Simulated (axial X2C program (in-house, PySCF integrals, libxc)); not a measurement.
# AuC⁺: bond curves with and without spin–orbit coupling

Aim: find the lowest determinant of AuC⁺, scan the bond at several levels and fit the constants, once spin-free and once with spin–orbit coupling.

Computed with an in-house X2C program for linear molecules on PySCF integrals. Level: all-electron X2C, Au dyall-cv3z, C dyall-v3z.

All values are calculated.

## (1) The job

File task.json:

```json
{"zs": [79, 6], "q": 1, "bas": ["dyall-cv3z", "dyall-v3z"], "levels": ["PBE0", "HF", "TPSS"], "cc": true, "r0": 1.88, "thr": -2.0, "nmax": 90, "npts": 10, "nst": 2, "ntry": 6}
```

Keys: zs atomic numbers; q charge; bas basis sets; levels methods (HF also brings MP2); cc coupled cluster on or off; r0 starting distance in Å; thr threshold in hartree for freezing inner shells (an s shell follows its p shell); nmax most natural virtual spinors; npts points asked for on the curve; nst determinants followed; ntry starts of the search.

Started as:

```sh
> python so2c.py task.json out
```

Spin-free means the one-electron spin-free X2C Hamiltonian; two-component (2c) means X2C with spin–orbit coupling and atomic mean-field two-electron Coulomb and Gaunt terms. Basis: Au dyall-cv3z contracted to [13s14p9d6f4g], C dyall-v3z contracted to [7s6p2d1f]; Gaussian nuclei, density fitting. Masses: Au 196.967 u, C 12.000 u.

Notation: σ, π±, δ± give the projection m of an orbital's angular momentum (0, ±1, ±2), α and β its spin, Λ and M_S the sums; ω is the projection of a spinor's total angular momentum and Ω the sum. Logs are in hartree.

The results follow Hamiltonian by Hamiltonian and level by level.

## (2) State search with PBE0

PBE0 moves the distance from 1.880 Å to 1.787 Å and compares determinants there.

Spin-free determinants:

```tsv
ΔE (eV)	state	open shells
0.00	M_S = 0, Λ = 0	closed shell
0.69	M_S = 1, Λ = 1	beyond closed shells: σα, π+α
1.01	M_S = 0, Λ = 1	beyond closed shells: σα, π+β
2.39	M_S = 1, Λ = 0	beyond closed shells: π+α, π-α
3.43	M_S = 1, Λ = 0	beyond closed shells: 2 × σα
4.23	M_S = 1, Λ = 3	beyond closed shells: π+α, δ+α, δ+β, δ-α
4.28	M_S = 0, Λ = 1	beyond closed shells: π-β, δ+α, δ+β, δ-α
```

Two-component determinants:

| ΔE (eV) | state | open shells |
| --- | --- | --- |
| 0.00 | Ω = 0 | closed shell |
| 0.84 | Ω = 2 | excess of +ω over −ω: ω = 1/2, ω = 3/2 |
| 0.92 | Ω = 1 | excess of +ω over −ω: 2 × ω = 1/2 |
| 1.16 | Ω = 1 | excess of +ω over −ω: ω = -1/2, ω = 3/2 |
| 3.55 | Ω = 2 | excess of +ω over −ω: ω = -1/2, ω = 5/2 |
| 3.58 | Ω = 3 | excess of +ω over −ω: ω = 1/2, ω = 5/2 |
| 3.79 | Ω = 4 | excess of +ω over −ω: ω = 3/2, ω = 5/2 |

## (3) PBE0, spin-free

State followed: M_S = 0, Λ = 0 (closed shell). The scan is laid around 1.787 Å, a first estimate of the minimum, and this SCF restarts from the orbitals of the search.

Output at 1.787 Å:

```text
spin-free X2C-1e  PBE0
basis functions 220  fitting functions 1108  grid points 5075
iter        total energy     max residual
   1     -19052.166320046     4.58e-06
   2     -19052.166320046     3.20e-06
converged
one-electron -26365.21055210  Coulomb 7547.15078222  exact exchange -92.17172221  xc functional -282.29856493  nuclear repulsion 140.36373698
```

Along the bond, energies from the lowest point:

```
R (Å)  E (eV)  μ (D)  HOMO (eV)  LUMO (eV)  iterations
1.555  1.0897   0.12     -14.87     -10.90          12
1.626  0.4429   0.23     -14.88     -11.02          12
1.680  0.1704   0.34     -14.87     -11.09          12
1.733  0.0335   0.47     -14.86     -11.16          12
1.787  0.0000   0.63     -14.84     -11.22           2
1.849  0.0576   0.84     -14.81     -11.29          11
1.912  0.1898   1.06     -14.76     -11.34          11
1.992  0.4310   1.37     -14.69     -11.40          12
2.091  0.7858   1.75     -14.60     -11.45          12
2.234  1.3351   2.31     -14.43     -11.48          12
```

Dipoles are positive if C is the positive end and refer to the centre of mass.

Outer orbitals at the reference distance:

| symmetry | occupied | ε (eV) | atomic character |
| --- | --- | --- | --- |
| σα | yes | -26.30 | 48% C s, 27% Au d, 8% Au s |
| π-α | yes | -19.36 | 84% Au d, 13% C p, 2% C d |
| π+α | yes | -19.36 | 84% Au d, 13% C p, 2% C d |
| σα | yes | -18.66 | 50% Au d, 21% C s, 19% C p |
| δ-α | yes | -17.93 | 100% Au d |
| δ+α | yes | -17.93 | 100% Au d |
| σα | yes | -14.84 | 45% C p, 36% Au s, 14% Au d |
| π+α | no | -11.22 | 68% C p, 15% Au d, 11% Au p |
| π-α | no | -11.22 | 68% C p, 15% Au d, 11% Au p |
| σα | no | -9.04 | 39% Au p, 29% Au s, 21% C p |
| π-α | no | -5.19 | 81% Au p, 9% C p, 4% Au d |

PBE0 fields in the half plane through the axis: z from -2.4 to 3.9 Å across, distance from the axis 0.15 to 2.25 Å upwards; Au lies at z = 0 and C at z = 1.787 Å; the ELF is damped to zero where the density is low.

log10 density (e/bohr³). Ten even steps from '0' (-5.35 ) to '9' (1.88 ):
```
0011222333222211111000
0112233333333222221110
1122334444443333322211
1223344555444444433221
1223445565555554443322
1233456666655555544332
1234556777666666654432
2234567898766686655432
```

ELF. Ten even steps from '0' (0.00 ) to '9' (1.00 ):
```
0000000010000000000000
0000001122100000000000
0000012233210000010000
0000012333332112454100
0000013444344336898610
0000013565346668999950
0000025645448618999981
0000136333538192999982
```

Re = 1.781 Å, ωe = 818 cm⁻¹, ωexe = 4.73 cm⁻¹, Be = 0.47 cm⁻¹, De = 3.24 eV, μ = 0.61 D.

## (4) HF, spin-free

Output at 1.787 Å:

```text
spin-free X2C-1e  HF
basis functions 220  fitting functions 1108  grid points 5075
iter        total energy     max residual
   1     -19046.382921756     1.31e+00
   2     -19046.430440653     1.77e-02
   3     -19046.434289320     2.20e-02
   4     -19046.438517068     5.02e-03
   5     -19046.439784576     2.58e-03
   6     -19046.440228905     1.40e-03
   7     -19046.440350559     2.94e-04
   8     -19046.440355441     9.64e-05
   9     -19046.440356169     7.57e-05
  10     -19046.440356335     2.97e-05
  11     -19046.440356367     4.69e-06
  12     -19046.440356368     1.25e-06
converged
one-electron -26370.14045158  Coulomb 7552.32910418  exact exchange -368.99274595  xc functional 0.00000000  nuclear repulsion 140.36373698
```

Re = 1.933 Å, ωe = 539 cm⁻¹, ωexe = 6.21 cm⁻¹, Be = 0.399 cm⁻¹, De = -0.116 eV, μ = 0.52 D.

## (5) TPSS, spin-free

The SCF at the reference distance of 1.787 Å:

```text
spin-free X2C-1e  TPSS
basis functions 220  fitting functions 1108  grid points 5075
iter        total energy     max residual
   1     -19051.801966970     2.17e-01
   2     -19051.796418144     2.40e-02
   3     -19051.660064462     7.35e-02
   4     -19051.790544105     3.30e-02
   5     -19051.806180978     2.36e-03
   6     -19051.806225358     1.87e-03
   7     -19051.806287983     7.63e-05
   8     -19051.806288130     2.69e-05
   9     -19051.806288139     1.50e-05
  10     -19051.806288143     1.46e-06
  11     -19051.806288143     5.75e-08
converged
one-electron -26362.06598050  Coulomb 7543.93210257  exact exchange 0.00000000  xc functional -374.03614719  nuclear repulsion 140.36373698
```

Re = 1.787 Å, ωe = 819 cm⁻¹, ωexe = 4.76 cm⁻¹, Be = 0.4667 cm⁻¹, De = 3.92 eV, μ = 0.75 D.

## (6) Correlated methods, spin-free

Correlated methods: 14 electrons correlated (frozen shells, counted by type: Au 5 s, 4 p, 2 d, 1 f; C 1 s), 266 virtual spinors in MP2, 90 natural virtuals in coupled cluster.

Output of the correlated part at 1.787 Å:

```text
correlated 14  virtual 266  natural virtual 90  E(MP2) -0.514765682  MP2 remainder -0.035204145
iter   CCSD correlation   residual
   1     -0.437124425   2.25e-01
   2     -0.456832796   1.22e-01
   3     -0.465735980   5.19e-02
   4     -0.466912217   2.40e-02
   5     -0.467376144   1.04e-02
   6     -0.467595508   3.93e-03
   7     -0.467627563   1.43e-03
   8     -0.467622775   3.87e-04
   9     -0.467633107   1.70e-04
  10     -0.467631463   7.71e-05
  11     -0.467632288   2.79e-05
  12     -0.467631920   1.00e-05
  13     -0.467631743   4.69e-06
  14     -0.467631842   2.03e-06
  15     -0.467631798   8.05e-07
  16     -0.467631803   2.73e-07
(T) -0.025607757  T1 0.0625  D1 0.1325  max T2 0.053
```

T1 in the output is the amplitude norm over the root of the electron number; divide by √2 for the Lee–Taylor value.

MP2: Re = 1.717 Å, ωe = 910 cm⁻¹, Be = 0.5053 cm⁻¹, De = 3.09 eV.

CCSD: Re = 1.793 Å, ωe = 784 cm⁻¹, ωexe = 5.39 cm⁻¹, Be = 0.4634 cm⁻¹, De = 2.65 eV. T1 at Re = 0.044 (Lee–Taylor, the printed value over √2).

CCSD(T): Re = 1.781 Å, ωe = 827 cm⁻¹, ωexe = 5.26 cm⁻¹, Be = 0.4696 cm⁻¹, De = 2.98 eV. T1 at Re = 0.044 (Lee–Taylor, the printed value over √2).

## (7) A higher determinant, spin-free

State: M_S = 1, Λ = 1 (beyond closed shells: σα, π+α).

Output at the reference distance:

```text
spin-free X2C-1e  PBE0
basis functions 220  fitting functions 1108  grid points 5075
iter        total energy     max residual
   1     -19052.141125477     1.16e-05
   2     -19052.141125480     1.75e-05
   3     -19052.141125485     5.65e-06
   4     -19052.141125486     2.14e-06
converged
one-electron -26366.99370077  Coulomb 7549.05563510  exact exchange -92.20731804  xc functional -282.35947874  nuclear repulsion 140.36373698
```

```
R (Å)  E above the lowest PBE0 point (eV)
1.555                               2.202
1.626                               1.421
1.680                               1.050
1.733                               0.816
1.787                               0.686
1.849                               0.631
1.912                               0.650
1.992                               0.746
2.091                               0.925
```

Re = 1.861 Å, ωe = 649 cm⁻¹, ωexe = 6.12 cm⁻¹, Be = 0.4302 cm⁻¹, μ = 0.42 D. Te = 0.63 eV.

## (8) The spin-free curves together

Energy (eV) of the followed determinant, spin-free, from each level's lowest point:

```
R (Å)   PBE0     HF    MP2   CCSD  CCSD(T)   TPSS
1.555  1.090  1.873  0.645    n/a      n/a  1.167
1.626  0.443  1.058  0.170  0.495    0.461  0.486
1.680  0.170  0.644  0.022  0.205    0.178  0.195
1.733  0.034  0.357  0.000  0.051    0.036  0.044
1.787  0.000  0.169  0.068  0.000    0.000  0.000
1.849  0.058  0.047  0.226  0.036    0.058  0.049
1.912  0.190  0.000  0.440  0.144    0.190  0.175
1.992  0.431  0.016  0.758  0.351    0.433  0.412
2.091  0.786  0.108  1.167    n/a      n/a  0.766
2.234  1.335  0.306  1.730    n/a      n/a  1.327
```

## (9) PBE0, 2c

State followed: Ω = 0 (closed shell). The scan is laid around 1.787 Å, a first estimate of the minimum, and this SCF restarts from the orbitals of the search.

Output at 1.787 Å:

```text
two-component X2C + atomic mean field  PBE0
basis functions 220  fitting functions 1108  grid points 5075
iter        total energy     max residual
   1     -19054.628716047     3.59e-06
   2     -19054.628716046     8.97e-06
converged
one-electron -26347.10163725  Coulomb 7544.25245137  exact exchange -92.15352128  xc functional -282.31239103  nuclear repulsion 140.36373698  atomic mean-field constant -17.67735484
```

Along the bond, energies from the lowest point:

```
R (Å)  E (eV)  μ (D)  HOMO (eV)  LUMO (eV)  iterations
1.555  1.1087   0.06     -14.87     -11.16          13
1.626  0.4554   0.15     -14.88     -11.22          13
1.680  0.1781   0.25     -14.88     -11.26          13
1.733  0.0370   0.38     -14.87     -11.29          13
1.787  0.0000   0.53     -14.85     -11.32           2
1.849  0.0546   0.73     -14.82     -11.36          13
1.912  0.1852   0.95     -14.77     -11.39          13
1.992  0.4262   1.25     -14.70     -11.42          14
2.091  0.7837   1.63     -14.60     -11.44          14
2.234  1.3420   2.18     -14.43     -11.45          15
```

Dipoles are positive if C is the positive end and refer to the centre of mass.

Outer spinors at the reference distance:

| ω | occupied | ε (eV) | atomic character | λ mixture |
| --- | --- | --- | --- | --- |
| 1/2 | yes | -26.28 | 48% C s, 28% Au d, 8% Au s | 100% σ |
| 1/2 | yes | -19.99 | 80% Au d, 10% C p, 5% C s | 82% π, 18% σ |
| 3/2 | yes | -19.58 | 90% Au d, 8% C p | 67% π, 33% δ |
| 1/2 | yes | -18.40 | 55% Au d, 20% C p, 16% C s | 82% σ, 18% π |
| 3/2 | yes | -18.25 | 92% Au d, 6% C p | 67% δ, 33% π |
| 5/2 | yes | -17.37 | 100% Au d | 100% δ |
| 1/2 | yes | -14.85 | 46% C p, 36% Au s, 14% Au d | 99% σ, 1% π |
| 1/2 | no | -11.32 | 65% C p, 13% Au p, 13% Au d | 96% π, 4% σ |
| 3/2 | no | -11.05 | 67% C p, 16% Au d, 10% Au p | 100% π |
| 1/2 | no | -9.05 | 38% Au p, 27% Au s, 23% C p | 96% σ, 4% π |
| 1/2 | no | -5.43 | 78% Au p, 10% C p, 4% Au d | 99% π, 1% σ |

PBE0 fields in the half plane through the axis: z from -2.4 to 3.9 Å across, distance from the axis 0.15 to 2.25 Å upwards; Au lies at z = 0 and C at z = 1.787 Å; the ELF is damped to zero where the density is low.

log10 density (e/bohr³). Ten even steps from '0' (-5.34 ) to '9' (1.88 ):
```
0011222233222211111000
0112233333333222221110
1122334444443333322211
1223344555444444433221
1223445555555554443322
1233456666655555544332
1234556777666666654432
2234567898766686654432
```

ELF. Ten even steps from '0' (0.00 ) to '9' (1.00 ):
```
0000000000000000000000
0000001121100000000000
0000012232210000010000
0000012333332112454100
0000012444344346898610
0000013565346668999950
0000125645448618999971
0000136333538192999982
```

Re = 1.783 Å, ωe = 818 cm⁻¹, ωexe = 4.58 cm⁻¹, Be = 0.4689 cm⁻¹, De = 3.35 eV, μ = 0.52 D.

## (10) HF, 2c

Output at 1.787 Å:

```text
two-component X2C + atomic mean field  HF
basis functions 220  fitting functions 1108  grid points 5075
iter        total energy     max residual
   1     -19048.776888857     1.30e+00
   2     -19048.824654888     1.75e-02
   3     -19048.828571700     2.18e-02
   4     -19048.832813483     5.19e-03
   5     -19048.834153341     2.72e-03
   6     -19048.834656166     1.52e-03
   7     -19048.834825533     4.95e-04
   8     -19048.834847494     4.92e-04
   9     -19048.834863348     4.69e-04
  10     -19048.834889913     4.22e-04
  11     -19048.834947044     2.75e-04
  12     -19048.834979015     9.94e-05
  13     -19048.834983324     2.91e-05
  14     -19048.834983548     5.75e-06
  15     -19048.834983555     2.94e-06
  16     -19048.834983555     1.05e-06
converged
one-electron -26352.04377006  Coulomb 7549.44220819  exact exchange -368.91980382  xc functional 0.00000000  nuclear repulsion 140.36373698  atomic mean-field constant -17.67735484
```

Re = 1.923 Å, ωe = 552 cm⁻¹, ωexe = 7.48 cm⁻¹, Be = 0.4029 cm⁻¹, De = -0.013 eV, μ = 0.37 D.

## (11) TPSS, 2c

The SCF at the reference distance of 1.787 Å:

```text
two-component X2C + atomic mean field  TPSS
basis functions 220  fitting functions 1108  grid points 5075
iter        total energy     max residual
   1     -19054.252638117     2.12e-01
   2     -19054.247133361     2.38e-02
   3     -19054.101342172     7.83e-02
   4     -19054.237931323     3.69e-02
   5     -19054.256870421     2.61e-03
   6     -19054.256885641     2.72e-03
   7     -19054.257003468     1.61e-04
   8     -19054.257003948     2.71e-05
   9     -19054.257003954     2.55e-05
  10     -19054.257003964     4.06e-07
  11     -19054.257003964     5.83e-08
converged
one-electron -26343.98127215  Coulomb 7541.05838649  exact exchange 0.00000000  xc functional -374.02050044  nuclear repulsion 140.36373698  atomic mean-field constant -17.67735484
```

Re = 1.790 Å, ωe = 813 cm⁻¹, ωexe = 4.66 cm⁻¹, Be = 0.465 cm⁻¹, De = 4.02 eV, μ = 0.68 D.

## (12) MP2 and beyond, 2c

Correlated methods: 14 electrons correlated (frozen shells, counted by type: Au 5 s, 4 p, 2 d, 1 f; C 1 s), 266 virtual spinors in MP2, 90 natural virtuals in coupled cluster.

Output of the correlated part at 1.787 Å:

```text
correlated 14  virtual 266  natural virtual 90  E(MP2) -0.513516791  MP2 remainder -0.034986262
iter   CCSD correlation   residual
   1     -0.436628215   2.23e-01
   2     -0.456087011   1.21e-01
   3     -0.464948670   5.23e-02
   4     -0.466174765   2.50e-02
   5     -0.466690392   1.16e-02
   6     -0.466943766   5.50e-03
   7     -0.466999966   3.44e-03
   8     -0.467027521   2.57e-03
   9     -0.467059231   2.03e-03
  10     -0.467096049   1.16e-03
  11     -0.467072957   5.55e-04
  12     -0.467083766   3.17e-04
  13     -0.467078311   1.67e-04
  14     -0.467075923   7.63e-05
  15     -0.467076183   3.92e-05
  16     -0.467076269   1.93e-05
  17     -0.467076128   9.11e-06
  18     -0.467076250   5.88e-06
  19     -0.467076075   4.62e-06
  20     -0.467076142   3.48e-06
  21     -0.467076097   2.61e-06
  22     -0.467076064   1.74e-06
  23     -0.467076074   1.05e-06
(T) -0.025728201  T1 0.0653  D1 0.1424  max T2 0.057
```

MP2: Re = 1.721 Å, ωe = 908 cm⁻¹, Be = 0.5034 cm⁻¹, De = 3.17 eV.

CCSD: Re = 1.791 Å, ωe = 790 cm⁻¹, ωexe = 6.64 cm⁻¹, Be = 0.4646 cm⁻¹, De = 2.74 eV. T1 at Re = 0.046 (Lee–Taylor, the printed value over √2).

CCSD(T): Re = 1.781 Å, ωe = 828 cm⁻¹, ωexe = 5.67 cm⁻¹, Be = 0.4697 cm⁻¹, De = 3.08 eV. T1 at Re = 0.046 (Lee–Taylor, the printed value over √2).

## (13) A higher determinant, 2c

State: Ω = 2 (excess of +ω over −ω: ω = 1/2, ω = 3/2).

Output at the reference distance:

```text
two-component X2C + atomic mean field  PBE0
basis functions 220  fitting functions 1108  grid points 5075
iter        total energy     max residual
   1     -19054.597939773     1.62e-05
   2     -19054.597939774     1.68e-05
converged
one-electron -26348.99964357  Coulomb 7546.27960115  exact exchange -92.19007773  xc functional -282.37420176  nuclear repulsion 140.36373698  atomic mean-field constant -17.67735484
```

```
R (Å)  E above the lowest PBE0 point (eV)
1.555                               2.427
1.626                               1.618
1.680                               1.230
1.733                               0.981
1.787                               0.837
1.849                               0.770
1.912                               0.778
1.992                               0.863
2.091                               1.032
```

Re = 1.872 Å, ωe = 639 cm⁻¹, ωexe = 6.06 cm⁻¹, Be = 0.4255 cm⁻¹, μ = 0.44 D. Te = 0.77 eV.

## (14) The 2c curves together

Energy (eV) of the followed determinant, 2c, from each level's lowest point:

```
R (Å)   PBE0     HF    MP2   CCSD  CCSD(T)   TPSS
1.555  1.109  1.853  0.663    n/a      n/a  1.189
1.626  0.455  1.035  0.182  0.492    0.462  0.502
1.680  0.178  0.622  0.028  0.202    0.178  0.206
1.733  0.037  0.338  0.000  0.048    0.035  0.049
1.787  0.000  0.155  0.064  0.000    0.000  0.000
1.849  0.055  0.039  0.221  0.039    0.057  0.043
1.912  0.185  0.000  0.437  0.149    0.190  0.164
1.992  0.426  0.025  0.766  0.358    0.433  0.396
2.091  0.784  0.124  1.200    n/a      n/a  0.747
2.234  1.342  0.315  1.801    n/a      n/a  1.305
```

Time for the job: 3.6 min (1 thread of Arm Neoverse V1, shared host).

## (15) Constants

Lowest determinant that the search found at its distance, spin-free: M_S = 0, Λ = 0 (closed shell).

Lowest determinant that the search found at its distance, 2c: Ω = 0 (closed shell).

| Hamiltonian | level | Re (Å) | ωe (cm⁻¹) | De (eV) | μ (D) |
| --- | --- | --- | --- | --- | --- |
| spin-free | PBE0 | 1.781 | 818 | 3.24 | 0.61 |
| spin-free | HF | 1.933 | 539 | -0.116 | 0.52 |
| spin-free | MP2 | 1.717 | 910 | 3.09 | n/a |
| spin-free | CCSD | 1.793 | 784 | 2.65 | n/a |
| spin-free | CCSD(T) | 1.781 | 827 | 2.98 | n/a |
| spin-free | TPSS | 1.787 | 819 | 3.92 | 0.75 |
| 2c | PBE0 | 1.783 | 818 | 3.35 | 0.52 |
| 2c | HF | 1.923 | 552 | -0.013 | 0.37 |
| 2c | MP2 | 1.721 | 908 | 3.17 | n/a |
| 2c | CCSD | 1.791 | 790 | 2.74 | n/a |
| 2c | CCSD(T) | 1.781 | 828 | 3.08 | n/a |
| 2c | TPSS | 1.790 | 813 | 4.02 | 0.68 |

Dipoles are positive if C is the positive end and refer to the centre of mass.

Time per point (s) on 1 thread of Arm Neoverse V1, shared host (2c runs; CCSD comes with the CCSD(T) run); the times are rough: PBE0 0.64, HF 0.57, MP2 0.93, CCSD(T) 8.7, TPSS 0.65.

In words: At CCSD(T), going from spin-free to two-component changes Re by 0 mÅ, ωe by +0.2 %; the spin-free picture holds up (part of it comes from the scalar share of the two-electron terms). De moves by +0.10 eV; both De rest on single-determinant atoms, which can miss part of an open shell's spin–orbit lowering. De is negative at HF: there the minimum lies above the ground-state fragments.

De refers to Au+ + C, each in the lowest determinant found, which need not be this curve's own limit. The state is a single determinant with fixed occupations, the lowest that a limited PBE0 search found. The closed shell is kept restricted; where the fragments are open shells, the energy then runs too high at long range. De is counted from the lowest determinant-based energies of the atoms at the same level, without counterpoise correction. Coupled cluster ran in a truncated set of natural virtual spinors; the MP2 energy of the rest was added. The meta-GGAs lack a current-density term, which matters for open shells with orbital currents, atoms included. T1 at Re is 0.046 (Lee–Taylor), above the customary mark of 0.02.
